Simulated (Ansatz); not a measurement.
# C2H9AlFP: one species, many methods

An exercise on one series of results from a longer session: the logs are not shown, and one member is left open.

Method: functionals in def2-TZVPP, the program's frozen cores in correlated methods; program: Ansatz 0.2.0, Gaussian basis.

Plan: LDA (SPW92), PBE-D4, revPBE-D4, BLYP-D4, r2SCAN-D4, B97M-V, PBE0-D4, B3LYP-D4, r2SCANh-D4, r2SCAN0-D4, HSE06-D4, BHLYP-D4, CAM-B3LYP-D4, LC-ωPBE, ωB97X-V, ωB97M-V, B2PLYP, PBE-QIDH; CCSD(T)/def2-SVP; CCSD(T)/def2-TZVPP; MP2/def2-QZVPP; extrapolation to the limit; RPA on PBE.

## The geometry

All runs share one geometry, relaxed beforehand with PBE0-D4 in a triple-zeta def2 set.

SMILES `[CH3][Al-]([CH3])([F])[PH3+]`, 14 atoms, charge 0, spin multiplicity 1.

Atoms are counted from 1 here; the program's logs count them from 0.

Bond lengths: C1–Al2 1.959 Å, C1–H6 1.096 Å, C1–H7 1.094 Å, C1–H8 1.095 Å, Al2–C3 1.959 Å, Al2–F4 1.680 Å, Al2–P5 2.595 Å, C3–H9 1.094 Å, C3–H10 1.095 Å, C3–H11 1.096 Å, P5–H12 1.410 Å, P5–H13 1.410 Å, P5–H14 1.411 Å. Angles: Al2–C1–H6 110.5°, Al2–C1–H7 112.6°, Al2–C1–H8 112.2°, H6–C1–H7 106.8°, H6–C1–H8 106.6°, H7–C1–H8 107.8°, C1–Al2–C3 122.3°, C1–Al2–F4 116.1°, C1–Al2–P5 100.7°, C3–Al2–F4 116.1°, C3–Al2–P5 100.7°, F4–Al2–P5 91.6°, Al2–C3–H9 112.6°, Al2–C3–H10 112.2°, Al2–C3–H11 110.5°, H9–C3–H10 107.8°, H9–C3–H11 106.8°, H10–C3–H11 106.6° and more.

Set-up of the first run:

The input, in.yaml:

```yaml
crystal:
  periodic: [false, false, false]
  atoms:
    - {symbol: C, position_ang: [-1.597996, 1.181696, -0.420413]}
    - {symbol: Al, position_ang: [0.260083, 0.733933, 0.008005]}
    - {symbol: C, position_ang: [0.840470, 0.298907, 1.827481]}
    - {symbol: F, position_ang: [1.429949, 1.389316, -1.003921]}
    - {symbol: P, position_ang: [0.469797, -1.588166, -1.132222]}
    - {symbol: H, position_ang: [-1.855547, 2.170460, -0.024668]}
    - {symbol: H, position_ang: [-1.784916, 1.213943, -1.497818]}
    - {symbol: H, position_ang: [-2.306468, 0.473492, 0.022021]}
    - {symbol: H, position_ang: [1.857035, -0.104027, 1.859387]}
    - {symbol: H, position_ang: [0.176924, -0.425911, 2.310777]}
    - {symbol: H, position_ang: [0.835537, 1.195858, 2.456806]}
    - {symbol: H, position_ang: [1.737929, -2.204203, -1.124868]}
    - {symbol: H, position_ang: [0.220058, -1.660218, -2.517923]}
    - {symbol: H, position_ang: [-0.295856, -2.704181, -0.733845]}
basis:
  gaussian: {orbitals: def2-TZVPP}
hamiltonian: {xc: lda}
output: {orbitals: {seedname: orbitals}}
```

Started as:

```console
> ansatz run in.yaml --threads 4 --pin off --events-out ev --progress --plain --max-ram 10444MiB
```

Steps of the session up to this table: LDA; PBE-D4 (GGA); revPBE-D4 (GGA); BLYP-D4 (GGA); r2SCAN-D4 (meta-GGA); B97M-V (meta-GGA); PBE0-D4 (hybrid); B3LYP-D4 (hybrid); r2SCANh-D4 (hybrid); r2SCAN0-D4 (hybrid); HSE06-D4 (hybrid); BHLYP-D4 (hybrid); CAM-B3LYP-D4 (range-separated); LC-ωPBE (range-separated); ωB97X-V (range-separated); ωB97M-V (range-separated); B2PLYP (double hybrid); PBE-QIDH (double hybrid).

One table of the session follows, with a row left open; its other results are not shown here.

It belongs to the step «Orbital energies across the functionals». 

```
  functional  HOMO (eV)  gap (eV)
 LDA (SPW92)      -6.13      4.84
      PBE-D4      -6.00      4.84
   revPBE-D4      -5.94      4.85
     BLYP-D4      -5.89      4.84
   r2SCAN-D4      -6.25      5.36
      B97M-V      -6.35      5.28
     PBE0-D4      -7.28      7.02
    B3LYP-D4      -7.07      6.59
  r2SCANh-D4          ?         ?
  r2SCAN0-D4      -7.46      7.37
    HSE06-D4      -6.88      6.24
    BHLYP-D4      -8.49      9.19
CAM-B3LYP-D4      -8.67      9.50
     LC-ωPBE     -10.02     12.04
     ωB97X-V      -9.66     11.53
     ωB97M-V      -9.54     11.17
```

**Question.** Estimate the row for r2SCANh-D4.

Worked estimate for «HOMO (eV)». Against the share of exact exchange, r2SCAN-D4 (0, -6.25), r2SCAN0-D4 (0.25, -7.46) give a slope of -4.84 per unit share; at 0.1 the line stands at -6.73.

**Answer.** HOMO (eV): -6.73; gap (eV): 6.17. In «HOMO (eV)» the line misses by 0.00.
